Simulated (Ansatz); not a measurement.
# CH8GeSn: how energies converge with the basis set

Aim: see how fast density functionals converge with the basis set for CH8GeSn.

Computed with Ansatz 0.2.0, Gaussian basis. Level: one geometry, several basis sets.

Plan: PBE0-D4/def2-SVP; ωB97M-V/def2-SVP; PBE0-D4/def2-QZVPP; ωB97M-V/def2-QZVPP; the functionals' def2-TZVPP values are taken from earlier runs.

### 1 The relaxed structure

An earlier PBE0-D4 in a triple-zeta def2 set relaxation fixed the geometry. Sn takes the def2 core potential; no spin-orbit term is included.

SMILES `[CH3][SnH2][GeH3]`, 11 atoms, charge 0, spin multiplicity 1.

Atoms are counted from 1 here; the program's logs count them from 0.

Bond lengths: C1–Sn2 2.144 Å, C1–H4 1.090 Å, C1–H5 1.090 Å, C1–H6 1.090 Å, Sn2–Ge3 2.598 Å, Sn2–H7 1.712 Å, Sn2–H8 1.712 Å, Ge3–H9 1.539 Å, Ge3–H10 1.538 Å, Ge3–H11 1.539 Å. Angles: Sn2–C1–H4 109.8°, Sn2–C1–H5 109.9°, Sn2–C1–H6 109.9°, H4–C1–H5 109.1°, H4–C1–H6 109.1°, H5–C1–H6 109.1°, C1–Sn2–Ge3 110.5°, C1–Sn2–H7 109.3°, C1–Sn2–H8 109.3°, Ge3–Sn2–H7 109.8°, Ge3–Sn2–H8 109.8°, H7–Sn2–H8 107.9°, Sn2–Ge3–H9 110.6°, Sn2–Ge3–H10 111.5°, Sn2–Ge3–H11 110.5°, H9–Ge3–H10 108.1°, H9–Ge3–H11 107.9°, H10–Ge3–H11 108.1°.

Coordinates:

| atom | x (Å) | y (Å) | z (Å) |
| --- | --- | --- | --- |
| C1 | -1.3568 | 1.3407 | -0.3882 |
| Sn2 | -0.2847 | -0.4737 | -0.7838 |
| Ge3 | 1.5308 | -0.8733 | 1.0318 |
| H4 | -2.1126 | 1.4989 | -1.1577 |
| H5 | -1.8459 | 1.2779 | 0.5838 |
| H6 | -0.6681 | 2.1854 | -0.3862 |
| H7 | -1.3826 | -1.7875 | -0.8069 |
| H8 | 0.4500 | -0.3731 | -2.3272 |
| H9 | 0.8878 | -0.9725 | 2.4268 |
| H10 | 2.3120 | -2.1725 | 0.7716 |
| H11 | 2.5354 | 0.2927 | 1.0566 |

### 2 PBE0-D4 in def2-SVP

Input file in.yaml:

```yaml
crystal:
  periodic: [false, false, false]
  atoms:
    - {symbol: C, position_ang: [-1.356841, 1.340662, -0.388198]}
    - {symbol: Sn, position_ang: [-0.284713, -0.473703, -0.783752]}
    - {symbol: Ge, position_ang: [1.530798, -0.873299, 1.031793]}
    - {symbol: H, position_ang: [-2.112550, 1.498943, -1.157694]}
    - {symbol: H, position_ang: [-1.845907, 1.277862, 0.583771]}
    - {symbol: H, position_ang: [-0.668131, 2.185363, -0.386233]}
    - {symbol: H, position_ang: [-1.382637, -1.787532, -0.806883]}
    - {symbol: H, position_ang: [0.450046, -0.373123, -2.327186]}
    - {symbol: H, position_ang: [0.887774, -0.972479, 2.426768]}
    - {symbol: H, position_ang: [2.311977, -2.172461, 0.771635]}
    - {symbol: H, position_ang: [2.535384, 0.292668, 1.056577]}
basis:
  gaussian: {orbitals: def2-SVP}
hamiltonian: {xc: pbe0, dispersion: d4}
output: {orbitals: {seedname: orbitals}}
```

Command:

```
> ansatz run in.yaml --threads 4 --pin off --events-out ev --progress --plain --max-ram 10444MiB
```

Further steps of the session: ωB97M-V in def2-SVP; PBE0-D4 in def2-QZVPP; ωB97M-V in def2-QZVPP.

Q: Predict the results of all the runs planned. Wanted: PBE0-D4: double and triple zeta above quadruple; ωB97M-V: double and triple zeta above quadruple.

As calculated:

```
                                       quantity           value
PBE0-D4: double and triple zeta above quadruple  10.01, 1.35 eV
ωB97M-V: double and triple zeta above quadruple  10.14, 1.33 eV
```

PBE0-D4 gains 8.66 eV from double to triple zeta, then 1.35 eV more. These are total energies; as a rule much of such shifts cancels in differences, which this series doesn't test. The LUMO of ωB97M-V is positive and keeps falling with the basis (2.04 to 1.07 eV): an unbound level that the basis holds in place.
